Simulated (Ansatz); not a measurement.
**CH5B2FSSi: up Jacob's ladder to CCSD(T)**

One table from this session's results is given with a row withheld; the runs are named, their logs left out.

Computed with Ansatz 0.2.0, Gaussian basis. Level: functionals in def2-TZVPP, the program's frozen cores in correlated methods.

Plan: LDA (SPW92), PBE-D4, revPBE-D4, BLYP-D4, r2SCAN-D4, B97M-V, PBE0-D4, B3LYP-D4, r2SCANh-D4, r2SCAN0-D4, HSE06-D4, BHLYP-D4, CAM-B3LYP-D4, LC-ωPBE, ωB97X-V, ωB97M-V, B2PLYP, PBE-QIDH; CCSD(T)/def2-SVP; CCSD(T)/def2-TZVPP; MP2/def2-QZVPP; extrapolation to the limit; RPA on PBE.

## The geometry

The geometry comes from an earlier relaxation with PBE0-D4 in a triple-zeta def2 set; it is a stationary point, not always the lowest conformer.

SMILES `FB1[SiH2]BCS1`, 11 atoms, charge 0, spin multiplicity 1.

Atoms are counted from 1 here; the program's logs count them from 0.

Bond lengths: F1–B2 1.327 Å, B2–Si3 2.025 Å, B2–S6 1.798 Å, Si3–B4 2.013 Å, Si3–H7 1.492 Å, Si3–H8 1.492 Å, B4–C5 1.564 Å, B4–H9 1.196 Å, C5–S6 1.827 Å, C5–H10 1.098 Å, C5–H11 1.097 Å. Angles: F1–B2–Si3 129.1°, F1–B2–S6 117.8°, Si3–B2–S6 113.1°, B2–Si3–B4 94.2°, B2–Si3–H7 114.0°, B2–Si3–H8 114.0°, B4–Si3–H7 113.1°, B4–Si3–H8 113.1°, H7–Si3–H8 108.1°, Si3–B4–C5 112.7°, Si3–B4–H9 129.9°, C5–B4–H9 117.4°, B4–C5–S6 117.5°, B4–C5–H10 109.0°, B4–C5–H11 109.3°, S6–C5–H10 107.9°, S6–C5–H11 107.9°, H10–C5–H11 104.5° and more.

The first run:

in.yaml reads:

```yaml
crystal:
  periodic: [false, false, false]
  atoms:
    - {symbol: F, position_ang: [-0.007983, 1.434453, 2.689555]}
    - {symbol: B, position_ang: [-0.010792, 0.869069, 1.488761]}
    - {symbol: Si, position_ang: [0.182997, -1.085908, 0.996370]}
    - {symbol: B, position_ang: [0.033790, -0.756041, -0.983435]}
    - {symbol: C, position_ang: [-0.153652, 0.757150, -1.331132]}
    - {symbol: S, position_ang: [-0.212240, 1.940873, 0.058845]}
    - {symbol: H, position_ang: [1.490657, -1.684649, 1.393588]}
    - {symbol: H, position_ang: [-0.906061, -1.955628, 1.528972]}
    - {symbol: H, position_ang: [0.068540, -1.530577, -1.894543]}
    - {symbol: H, position_ang: [0.651763, 1.071545, -2.007278]}
    - {symbol: H, position_ang: [-1.071518, 0.882815, -1.919204]}
basis:
  gaussian: {orbitals: def2-TZVPP}
hamiltonian: {xc: lda}
output: {orbitals: {seedname: orbitals}}
```

Among the steps run: LDA; PBE-D4 (GGA); revPBE-D4 (GGA); BLYP-D4 (GGA); r2SCAN-D4 (meta-GGA); B97M-V (meta-GGA); PBE0-D4 (hybrid); B3LYP-D4 (hybrid); r2SCANh-D4 (hybrid); r2SCAN0-D4 (hybrid); HSE06-D4 (hybrid); BHLYP-D4 (hybrid); CAM-B3LYP-D4 (range-separated); LC-ωPBE (range-separated); ωB97X-V (range-separated); ωB97M-V (range-separated); B2PLYP (double hybrid); PBE-QIDH (double hybrid).

One of the session's tables, all rows but one given; the rest of the session is left out.

It belongs to the step «Orbital energies across the functionals». 

| functional | HOMO (eV) | LUMO (eV) | gap (eV) |
| --- | --- | --- | --- |
| LDA (SPW92) | -6.48 | -3.67 | 2.81 |
| PBE-D4 | -6.35 | -3.42 | 2.92 |
| revPBE-D4 | -6.29 | -3.32 | 2.98 |
| BLYP-D4 | -6.21 | -3.23 | 2.98 |
| r2SCAN-D4 | -6.60 | -3.16 | 3.43 |
| B97M-V | -6.67 | -3.23 | 3.44 |
| PBE0-D4 | -7.56 | -2.49 | 5.07 |
| B3LYP-D4 | -7.35 | -2.65 | 4.70 |
| r2SCANh-D4 | -7.04 | -2.84 | 4.21 |
| r2SCAN0-D4 | ? | ? | ? |
| HSE06-D4 | -7.16 | -2.87 | 4.29 |
| BHLYP-D4 | -8.67 | -1.42 | 7.25 |
| CAM-B3LYP-D4 | -8.88 | -1.33 | 7.55 |
| LC-ωPBE | -10.18 | -0.19 | 9.99 |
| ωB97X-V | -9.85 | -0.29 | 9.56 |
| ωB97M-V | -9.65 | -0.50 | 9.15 |

Estimate the missing values for r2SCAN0-D4.

Worked estimate for «HOMO (eV)». Against the share of exact exchange, r2SCAN-D4 (0, -6.60), r2SCANh-D4 (0.1, -7.04) give a slope of -4.40 per unit share; at 0.25 the line stands at -7.70.

The run gave: HOMO (eV): -7.71; LUMO (eV): -2.35; gap (eV): 5.37. In «HOMO (eV)» the line misses by +0.01.
